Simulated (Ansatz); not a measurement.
# CH3BBrFO: a ladder of functionals and wavefunction methods

How much do the methods differ for CH3BBrFO? The plan is to run it at one geometry with functionals of several rungs and with coupled cluster. The yardstick is the atomisation energy at the CCSD(T) limit.

The runs use Ansatz 0.2.0, Gaussian basis; functionals in def2-TZVPP, the program's frozen cores in correlated methods.

Levels to be run: PBE-D4, r2SCAN-D4, PBE0-D4, B3LYP-D4, ωB97X-V, ωB97M-V, B2PLYP; CCSD(T)/def2-TZVPP; MP2/def2-QZVPP; extrapolation to the limit.

### Step 1. The relaxed structure

An earlier PBE0-D4 in a triple-zeta def2 set relaxation fixed the geometry.

SMILES `OCB(F)Br`, 8 atoms, charge 0, spin multiplicity 1.

Atoms are counted from 1 here; the program's logs count them from 0.

Bond lengths: O1–C2 1.404 Å, O1–H6 0.963 Å, C2–B3 1.560 Å, C2–H7 1.102 Å, C2–H8 1.102 Å, B3–F4 1.313 Å, B3–Br5 1.924 Å. Angles: C2–O1–H6 108.7°, O1–C2–B3 118.1°, O1–C2–H7 109.9°, O1–C2–H8 109.9°, B3–C2–H7 106.7°, B3–C2–H8 106.7°, H7–C2–H8 104.6°, C2–B3–F4 120.7°, C2–B3–Br5 121.4°, F4–B3–Br5 117.8°.

### Step 2. PBE-D4 (GGA)

File in.yaml:

```yaml
crystal:
  periodic: [false, false, false]
  atoms:
    - {symbol: O, position_ang: [-0.627001, 0.399625, 1.392393]}
    - {symbol: C, position_ang: [-0.154402, -0.522670, 0.444894]}
    - {symbol: B, position_ang: [0.403233, 0.028806, -0.903503]}
    - {symbol: F, position_ang: [0.859298, -0.787650, -1.825276]}
    - {symbol: Br, position_ang: [0.447302, 1.916727, -1.274100]}
    - {symbol: H, position_ang: [-0.528358, 1.287696, 1.034003]}
    - {symbol: H, position_ang: [0.643598, -1.140506, 0.888014]}
    - {symbol: H, position_ang: [-0.951471, -1.239329, 0.187774]}
basis:
  gaussian: {orbitals: def2-TZVPP}
hamiltonian: {xc: pbe, dispersion: d4}
output: {forces: true, orbitals: {seedname: orbitals}}
```

Started as:

```sh
$ ansatz run in.yaml --threads 4 --pin off --events-out ev --progress --plain --max-ram 10444MiB
```

Further steps of the session: r2SCAN-D4 (meta-GGA); PBE0-D4 (hybrid); B3LYP-D4 (hybrid); ωB97X-V (range-separated); ωB97M-V (range-separated); B2PLYP (double hybrid); CCSD(T) in def2-TZVPP; MP2 in def2-QZVPP.

**Question.** What will the summary of the whole plan be? Wanted: atomisation energy, CCSD(T)/CBS; farthest; mean size of error, hybrid; mean size of error, range-separated; gap, smallest and largest; T1 diagnostic; triples share of the correlation energy.

As calculated:

| quantity | value |
| --- | --- |
| atomisation energy, CCSD(T)/CBS | 745.4 kcal/mol |
| functionals within 7.5 kcal/mol (1.0 %) | r2SCAN-D4, PBE0-D4, B3LYP-D4, ωB97X-V, ωB97M-V |
| farthest | PBE-D4 (+22.7 kcal/mol) |
| mean size of error, hybrid | 3.5 kcal/mol |
| mean size of error, range-separated | 1.1 kcal/mol |
| gap, smallest and largest | 4.55 eV (PBE-D4), 12.06 eV (ωB97X-V) |
| T1 diagnostic | 0.0107 |
| triples share of the correlation energy | 3.4 % |

**Reading.** PBE-D4 misses by +22.7 kcal/mol. Double hybrids carry the basis error of their MP2 part in triple zeta, and no dispersion term here, so their miss is partly the set-up's. The reference freezes the cores and leaves out relativity and excitations past (T), and its outer-core shells are covered unevenly, so misses under about 7.5 kcal/mol can't be ranked. All levels share the lack of spin-orbit coupling, which lowers the free heavy atoms and so the true binding. Hartree-Fock recovers 73 % of the binding; the rest is correlation. The gap grows from 4.5 to 12.1 eV across the functionals, mostly with the share of exact exchange. Correlated methods include outer-core shells of Br, which these sets cover unevenly.
